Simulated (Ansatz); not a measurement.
Crystal: HfIn4SiO6.

```
CELL_PARAMETERS angstrom
2.71603 -4.70332 0.00448
2.71603 4.70332 0.00448
-1.86309 0.00000 7.40415
ATOMIC_POSITIONS crystal
Hf 0.20480 0.79520 0.00000
In 0.37139 0.62861 0.50000
In 0.53812 0.46188 0.00000
In 0.03500 0.96500 0.50000
In 0.70907 0.29093 0.50000
Si 0.87146 0.12854 0.00000
O 0.10741 0.06918 0.86667
O 0.93082 0.89259 0.13333
O 0.83975 0.37820 0.86669
O 0.62180 0.16025 0.13331
O 0.19813 0.46891 0.13338
O 0.53109 0.80187 0.86662
```

The cell was built by a generator and needn't be a form met in nature.

* Program: Ansatz 0.2.0
* Task: relaxation of cell and atoms
* Functional: r2SCAN
* Dispersion: rVV10
* Potentials or basis: Ansatz PAW
* Cutoff: 500 eV (not typed: the program's choice for these potentials)
* k mesh: 4 × 4 × 3
* Occupations: fermi-dirac, width 0.05 eV
* Spin: no spin polarisation

At the start: volume 15.77 Å³/atom.

Task: How do energy, volume and symmetry change on relaxing?

Result: It ends after 6 steps and the volume is 14.89 Å³/atom (-5.6 %); space group C2 (No. 5, to 0.05 Å).

The path:
```
step  energy change (eV)  largest force (eV/Å)  volume (Å³)
   1              0.0000                0.2918       189.25
   2             -0.0993                0.5248       173.89
   3             -0.1751                0.2303       179.41
   4             -0.1832                0.0543       179.16
   5             -0.1842                0.0099       178.74
   6             -0.1806                0.0099       178.74
```

Final structure:
```yaml
crystal:
  lattice:
    - [2.67736, -4.63771, 0.00459]
    - [2.67736, 4.63771, 0.00459]
    - [-1.83591, 0.00000, 7.19432]
  atoms:
    - { symbol: Hf, position: [0.20486, 0.79514, 0.00000] }
    - { symbol: In, position: [0.37195, 0.62805, 0.50000] }
    - { symbol: In, position: [0.53824, 0.46176, 0.00000] }
    - { symbol: In, position: [0.03529, 0.96471, 0.50000] }
    - { symbol: In, position: [0.70764, 0.29236, 0.50000] }
    - { symbol: Si, position: [0.87154, 0.12846, 0.00000] }
    - { symbol: O, position: [0.10659, 0.06925, 0.86414] }
    - { symbol: O, position: [0.93075, 0.89341, 0.13586] }
    - { symbol: O, position: [0.83809, 0.37636, 0.86425] }
    - { symbol: O, position: [0.62364, 0.16191, 0.13575] }
    - { symbol: O, position: [0.19919, 0.46892, 0.13583] }
    - { symbol: O, position: [0.53108, 0.80081, 0.86417] }
```

Caveat: the plane-wave basis is chosen anew once the cell has moved, so the energies of steps on either side of that aren't comparable; the PAW data sets come from PBE, with cores solved anew for the run's functional, which leaves a small shift of forces and pressure.
